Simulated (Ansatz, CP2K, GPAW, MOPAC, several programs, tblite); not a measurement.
**What cheap methods get right for MgGeSb2**

Aim: run MgGeSb2 through methods of unlike cost and see what each gets, and at what price.

Method: no spin polarisation, static lattice; gaps from single points on the cell relaxed beforehand with r²SCAN, in MOPAC, tblite, CP2K, GPAW, Ansatz (versions at each run).

4 further runs of the same task are left out: 4 set aside as unsound or not needed.

## (1) Starting point

It takes space group P-4m2 (No. 115, tetragonal). Conventional cell: a = 4.402 Å, b = 4.402 Å, c = 6.495 Å, α = 90.00°, β = 90.00°, γ = 90.00°. Around Mg (site symmetry -4m2) lie 4 Sb at 2.78 Å. Around Sb (site symmetry 2mm) lie 2 Ge at 2.69 Å and 2 Mg at 2.78 Å. Ge (site symmetry -4m2) is surrounded by 4 Sb at 2.69 Å.

Coordinates:

```
CELL_PARAMETERS angstrom
4.40241 0.00000 0.00000
0.00000 4.40241 0.00000
0.00000 0.00000 6.49518
ATOMIC_POSITIONS crystal
Mg 0.00000 0.00000 0.00000
Sb 0.00000 0.50000 0.26075
Ge 0.50000 0.50000 0.50000
Sb 0.50000 0.00000 0.73925
```

The structure type (II-IV-V2 ordering on zincblende lattice) is imposed and need not be the compound's stable one.

**Question.** The methods are PM6, PM7, GFN1-xTB (tblite), PBE/DZVP, PBE/single-zeta, PBE/SZV, coarse PBE, PBE, r2SCAN. What gap does r2SCAN give on this cell, and which other methods (full PBE left aside) come nearest to r2SCAN and farthest in gap, volume and bulk modulus?

| quantity | value |
| --- | --- |
| r2SCAN | no gap, 31.47 Å³/atom, B₀ 44 GPa |
| gap: nearest and farthest of the other methods | GFN1-xTB (tblite), PBE/DZVP, PBE/single-zeta, PBE/SZV, coarse PBE (about 0.00 eV off) |
| volume: nearest and farthest of the other methods | PBE/SZV (+2.4 %), PBE/DZVP (+5.7 %) |
| bulk modulus: nearest and farthest of the other methods | PBE/SZV (-13 %), GFN1-xTB (tblite) (+25 %) |

What this shows: For the gap (full PBE left aside), GFN1-xTB (tblite), PBE/DZVP, PBE/single-zeta, PBE/SZV, coarse PBE tie for nearest to r2SCAN. For the volume, of the 3 methods compared (full PBE left aside), PBE/SZV comes nearest to r2SCAN and PBE/DZVP is farthest. Among the 3 methods compared for the bulk modulus (full PBE left aside), PBE/SZV is nearest to r2SCAN and GFN1-xTB (tblite) farthest. A minimal basis or a coarse cutoff and mesh shifts results by its own error, so closeness to r2SCAN can be chance. Cluster runs see only the k-points that fold onto the zone centre, so their gaps can miss the band edges. PM7, PM6 ended in an unphysical state and are left out of the comparison. No volume is given for PBE/single-zeta, coarse PBE, which can hide a larger miss. Overlaps count as a gap of zero in the misses; they are PBE/DZVP -0.37, PBE/single-zeta -0.41, coarse PBE -0.30, PBE -0.36, r2SCAN -0.27 eV. CPU times run from 2.2 s (GFN1-xTB (tblite)) to 37 s (r2SCAN). r2SCAN is a yardstick, not the truth. Spin-orbit coupling is left out throughout.
